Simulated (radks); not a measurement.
**The series with 14 electrons, Si to Hg⁶⁶⁺**

Aim: how levels and radii change as the nucleus grows at a fixed number of electrons, each ion in its NIST ground configuration.

The numbers are computed with radks (a radial shooting solver on a logarithmic mesh, Libxc functionals) version 1 (scalar-relativistic Kohn-Sham, PBE, spin-polarised, spherical densities, finite nucleus; open shells are filled with parallel spins first), except any that are marked as measured or tabulated.

### Step 1. The system

```
electrons     : 14
ions          : Si, Cl³⁺, Ca⁶⁺, V⁹⁺, Fe¹²⁺, Cu¹⁵⁺, Ge¹⁸⁺, Br²¹⁺, Sr²⁴⁺, Nb²⁷⁺, Ru³⁰⁺, Ag³³⁺, Sn³⁶⁺, I³⁹⁺, Ba⁴²⁺, Pr⁴⁵⁺, Sm⁴⁸⁺, Tb⁵¹⁺, Er⁵⁴⁺, Lu⁵⁷⁺, W⁶⁰⁺, Ir⁶³⁺, Hg⁶⁶⁺
configuration : NIST ground configuration of each
```

### Step 2. Si, [Ne] 3s2 3p2

The run's settings:

```text
Z 14
configuration [Ne] 3s2 3p2
relativity scalar-relativistic
functional pbe,pbe
spin polarised
nucleus finite rms 3.1224 fm
c 137.035999084
```

### Step 3. Cl³⁺, [Ne] 3s2 3p2

The run's settings:

```text
Z 17
configuration [Ne] 3s2 3p2 4s0 3d0 4p0
relativity scalar-relativistic
functional pbe,pbe
spin polarised
nucleus finite rms 3.3654 fm
c 137.035999084
```

### Step 4. Ca⁶⁺, [Ne] 3s2 3p2

The run's settings:

```text
Z 20
configuration [Ne] 3s2 3p2 4s0 3d0 4p0
relativity scalar-relativistic
functional pbe,pbe
spin polarised
nucleus finite rms 3.4776 fm
c 137.035999084
```

### Step 5. V⁹⁺, [Ne] 3s2 3p2

The run's settings:

```text
Z 23
configuration [Ne] 3s2 3p2 4s0 3d0 4p0
relativity scalar-relativistic
functional pbe,pbe
spin polarised
nucleus finite rms 3.6002 fm
c 137.035999084
```

### Step 6. Fe¹²⁺, [Ne] 3s2 3p2

The run's settings:

```text
Z 26
configuration [Ne] 3s2 3p2 4s0 3d0 4p0
relativity scalar-relativistic
functional pbe,pbe
spin polarised
nucleus finite rms 3.7377 fm
c 137.035999084
```

### Step 7. Cu¹⁵⁺, [Ne] 3s2 3p2

The run's settings:

```text
Z 29
configuration [Ne] 3s2 3p2 4s0 3d0 4p0
relativity scalar-relativistic
functional pbe,pbe
spin polarised
nucleus finite rms 3.8823 fm
c 137.035999084
```

### Step 8. Ge¹⁸⁺, [Ne] 3s2 3p2

The run's settings:

```text
Z 32
configuration [Ne] 3s2 3p2 4s0 3d0 4p0
relativity scalar-relativistic
functional pbe,pbe
spin polarised
nucleus finite rms 4.0742 fm
c 137.035999084
```

### Step 9. Br²¹⁺, [Ne] 3s2 3p2

The run's settings:

```text
Z 35
configuration [Ne] 3s2 3p2 4s0 3d0 4p0
relativity scalar-relativistic
functional pbe,pbe
spin polarised
nucleus finite rms 4.1629 fm
c 137.035999084
```

### Step 10. Sr²⁴⁺, [Ne] 3s2 3p2

The run's settings:

```text
Z 38
configuration [Ne] 3s2 3p2 4s0 3d0 4p0
relativity scalar-relativistic
functional pbe,pbe
spin polarised
nucleus finite rms 4.224 fm
c 137.035999084
```

### Step 11. Nb²⁷⁺, [Ne] 3s2 3p2

The run's settings:

```text
Z 41
configuration [Ne] 3s2 3p2 4s0 3d0 4p0
relativity scalar-relativistic
functional pbe,pbe
spin polarised
nucleus finite rms 4.324 fm
c 137.035999084
```

### Step 12. Ru³⁰⁺, [Ne] 3s2 3p2

The run's settings:

```text
Z 44
configuration [Ne] 3s2 3p2 4s0 3d0 4p0
relativity scalar-relativistic
functional pbe,pbe
spin polarised
nucleus finite rms 4.4809 fm
c 137.035999084
```

### Step 13. Ag³³⁺, [Ne] 3s2 3p2

The run's settings:

```text
Z 47
configuration [Ne] 3s2 3p2 4s0 3d0 4p0
relativity scalar-relativistic
functional pbe,pbe
spin polarised
nucleus finite rms 4.5454 fm
c 137.035999084
```

### Step 14. Sn³⁶⁺, [Ne] 3s2 3p2

The run's settings:

```text
Z 50
configuration [Ne] 3s2 3p2 4s0 3d0 4p0
relativity scalar-relativistic
functional pbe,pbe
spin polarised
nucleus finite rms 4.6519 fm
c 137.035999084
```

### Step 15. I³⁹⁺, [Ne] 3s2 3p2

The run's settings:

```text
Z 53
configuration [Ne] 3s2 3p2 4s0 3d0 4p0
relativity scalar-relativistic
functional pbe,pbe
spin polarised
nucleus finite rms 4.75 fm
c 137.035999084
```

### Step 16. Ba⁴²⁺, [Ne] 3s2 3p2

The run's settings:

```text
Z 56
configuration [Ne] 3s2 3p2 4s0 3d0 4p0
relativity scalar-relativistic
functional pbe,pbe
spin polarised
nucleus finite rms 4.8378 fm
c 137.035999084
```

### Step 17. Pr⁴⁵⁺, [Ne] 3s2 3p2

The run's settings:

```text
Z 59
configuration [Ne] 3s2 3p2 4s0 3d0 4p0
relativity scalar-relativistic
functional pbe,pbe
spin polarised
nucleus finite rms 4.8919 fm
c 137.035999084
```

### Step 18. Sm⁴⁸⁺, [Ne] 3s2 3p2

The run's settings:

```text
Z 62
configuration [Ne] 3s2 3p2 4s0 3d0 4p0
relativity scalar-relativistic
functional pbe,pbe
spin polarised
nucleus finite rms 5.0819 fm
c 137.035999084
```

### Step 19. Tb⁵¹⁺, [Ne] 3s2 3p2

The run's settings:

```text
Z 65
configuration [Ne] 3s2 3p2 4s0 3d0 4p0
relativity scalar-relativistic
functional pbe,pbe
spin polarised
nucleus finite rms 5.06 fm
c 137.035999084
```

### Step 20. Er⁵⁴⁺, [Ne] 3s2 3p2

The run's settings:

```text
Z 68
configuration [Ne] 3s2 3p2 4s0 3d0 4p0
relativity scalar-relativistic
functional pbe,pbe
spin polarised
nucleus finite rms 5.2516 fm
c 137.035999084
```

### Step 21. Lu⁵⁷⁺, [Ne] 3s2 3p2

The run's settings:

```text
Z 71
configuration [Ne] 3s2 3p2 4s0 3d0 4p0
relativity scalar-relativistic
functional pbe,pbe
spin polarised
nucleus finite rms 5.37 fm
c 137.035999084
```

### Step 22. W⁶⁰⁺, [Ne] 3s2 3p2

The run's settings:

```text
Z 74
configuration [Ne] 3s2 3p2 4s0 3d0 4p0
relativity scalar-relativistic
functional pbe,pbe
spin polarised
nucleus finite rms 5.3658 fm
c 137.035999084
```

### Step 23. Ir⁶³⁺, [Ne] 3s2 3p2

The run's settings:

```text
Z 77
configuration [Ne] 3s2 3p2 4s0 3d0 4p0
relativity scalar-relativistic
functional pbe,pbe
spin polarised
nucleus finite rms 5.4032 fm
c 137.035999084
```

### Step 24. Hg⁶⁶⁺, [Ne] 3s2 3p2

The run's settings:

```text
Z 80
configuration [Ne] 3s2 3p2 4s0 3d0 4p0
relativity scalar-relativistic
functional pbe,pbe
spin polarised
nucleus finite rms 5.4648 fm
c 137.035999084
```

What does the calculation give? Wanted: for each run, ion; E; ε(2p down); ε(3s up); ε(3s down); ε(3p up); ε(3p down, empty); <r>(3p up).

**Answer**, as computed:

| ion | E (hartree) | ε(2p down) (eV) | ε(3s up) (eV) | ε(3s down) (eV) | ε(3p up) (eV) | ε(3p down, empty) (eV) | <r>(3p up) (bohr) |
| --- | --- | --- | --- | --- | --- | --- | --- |
| Si | -289.86592 | -95.184 | -11.374 | -9.694 | -4.621 | -2.991 | 2.746 |
| Cl³⁺ | -458.63625 | -236.23 | -60.171 | -56.944 | -46.350 | -43.237 | 1.509 |
| Ca⁶⁺ | -668.26173 | -441.65 | -138.57 | -134.01 | -117.63 | -113.20 | 1.080 |
| V⁹⁺ | -918.91561 | -709.78 | -245.35 | -239.51 | -217.07 | -211.38 | 0.8476 |
| Fe¹²⁺ | -1210.90066 | -1040.4 | -380.35 | -373.27 | -344.37 | -337.44 | 0.6993 |
| Cu¹⁵⁺ | -1544.59853 | -1433.5 | -543.68 | -535.37 | -499.48 | -491.31 | 0.5957 |
| Ge¹⁸⁺ | -1920.45934 | -1889.4 | -735.56 | -726.04 | -682.46 | -673.06 | 0.5190 |
| Br²¹⁺ | -2339.00176 | -2408.4 | -956.32 | -945.58 | -893.42 | -882.79 | 0.4598 |
| Sr²⁴⁺ | -2800.81282 | -2991.0 | -1206.3 | -1194.4 | -1132.5 | -1120.7 | 0.4127 |
| Nb²⁷⁺ | -3306.55111 | -3637.6 | -1486.1 | -1472.9 | -1400.0 | -1386.9 | 0.3742 |
| Ru³⁰⁺ | -3856.95143 | -4348.7 | -1796.0 | -1781.6 | -1696.0 | -1681.6 | 0.3422 |
| Ag³³⁺ | -4452.83666 | -5125.1 | -2136.8 | -2121.1 | -2020.8 | -2005.2 | 0.3151 |
| Sn³⁶⁺ | -5095.10958 | -5967.2 | -2509.0 | -2492.0 | -2374.7 | -2357.8 | 0.2919 |
| I³⁹⁺ | -5784.77526 | -6876.0 | -2913.4 | -2895.2 | -2757.9 | -2739.8 | 0.2718 |
| Ba⁴²⁺ | -6522.9426 | -7852.0 | -3350.8 | -3331.3 | -3170.8 | -3151.5 | 0.2541 |
| Pr⁴⁵⁺ | -7310.8399 | -8896.2 | -3822.2 | -3801.4 | -3613.8 | -3593.2 | 0.2385 |
| Sm⁴⁸⁺ | -8149.7835 | -10009.5 | -4328.5 | -4306.4 | -4087.3 | -4065.3 | 0.2246 |
| Tb⁵¹⁺ | -9041.3440 | -11192.7 | -4870.9 | -4847.5 | -4591.5 | -4568.3 | 0.2121 |
| Er⁵⁴⁺ | -9987.0471 | -12447.0 | -5450.6 | -5425.9 | -5127.1 | -5102.5 | 0.2009 |
| Lu⁵⁷⁺ | -10988.7995 | -13773.3 | -6069.1 | -6043.0 | -5694.4 | -5668.5 | 0.1907 |
| W⁶⁰⁺ | -12048.6913 | -15172.9 | -6728.0 | -6700.5 | -6293.9 | -6266.6 | 0.1814 |
| Ir⁶³⁺ | -13168.8847 | -16646.9 | -7429.0 | -7400.1 | -6926.2 | -6897.5 | 0.1729 |
| Hg⁶⁶⁺ | -14351.8830 | -18196.6 | -8174.1 | -8143.8 | -7591.8 | -7561.8 | 0.1651 |

**Reading.** From Si to Hg⁶⁶⁺ the 3p up level deepens by a factor 1643 and shrinks by a factor 16.6. The order of these tabulated levels, which need not hold every outer shell, does not change along the series.
